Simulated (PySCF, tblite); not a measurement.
**BeH₂O (+2), an ion with solvent molecules: NMR shifts, interaction energy, infrared bands, spin-spin couplings and core binding energies**

One table from this session's results is given with a row withheld; the runs are named, their logs left out.

Computed with tblite 0.8.0 and PySCF 2.14.0; each step states its level. No surroundings beyond the atoms listed, unless a continuum is named. Atoms count from 0, parts from 1.

## Starting point

4 atoms, charge 2, multiplicity 1; geometry: rigid parts in contact. Parts: 1 = atom 0, `[Be+2]`, charge 2; 2 = atoms 1–3, `O`, charge 0.

The first run:

What the job is given:

```
{"job": {"kind": "dock", "xc": "GFN2-xTB", "basis": "xTB"}, "charge": 2, "multiplicity": 1, "parts": [{"atoms": "0-0", "charge": 2, "multiplicity": 1}, {"atoms": "1-3", "charge": 0, "multiplicity": 1}]}
Be     0.000000     0.000000     0.000000
O      0.308282    -1.643859     1.207326
H      0.524583    -1.206064     2.032940
H      0.236637    -2.582082     1.393575
```

With the program's defaults for keys left out, this is: GFN2-xTB search for minima from random contacts, gas phase.

Started as:

```bash
OMP_NUM_THREADS=1 python cluster_run.py task.json out
```

One launch serves the whole session: the jobs run in the order shown.

Among the steps run: Search for minima with GFN2-xTB; Relaxing the molecule at PBE0-D3(BJ)/def2-TZVPD; Shielding tensors: PBE0/pcSseg-2; Coupled-cluster interaction energy: CCSD(T) and MP2.

One table of the session follows, with a row left open; its other results are not shown here.

It belongs to the step «Coupled-cluster interaction energy: CCSD(T) and MP2». 

| method | interaction energy (kcal/mol) |
| --- | --- |
| HF/aug-cc-pVDZ | -141.49 |
| MP2/aug-cc-pVDZ | -135.89 |
| CCSD/aug-cc-pVDZ | -136.12 |
| CCSD(T)/aug-cc-pVDZ | -135.51 |
| HF/aug-cc-pVQZ | -149.14 |
| MP2/aug-cc-pVQZ | -144.21 |
| SCS-MP2/aug-cc-pVQZ | -144.36 |
| MP2, extrapolated | ? |
| CCSD(T), limit estimate | -144.27 |

Q: Estimate the row for MP2, extrapolated from the others.

The run gave: interaction energy (kcal/mol): -144.64. In the column «interaction energy (kcal/mol)» it lies between HF/aug-cc-pVQZ (-149.14) and SCS-MP2/aug-cc-pVQZ (-144.36).

Limits of these values: The interaction energy leaves out the deformation of the parts, 1.50 kcal/mol (MP2); added to the CCSD(T) estimate it gives a binding of about -142.8 kcal/mol.
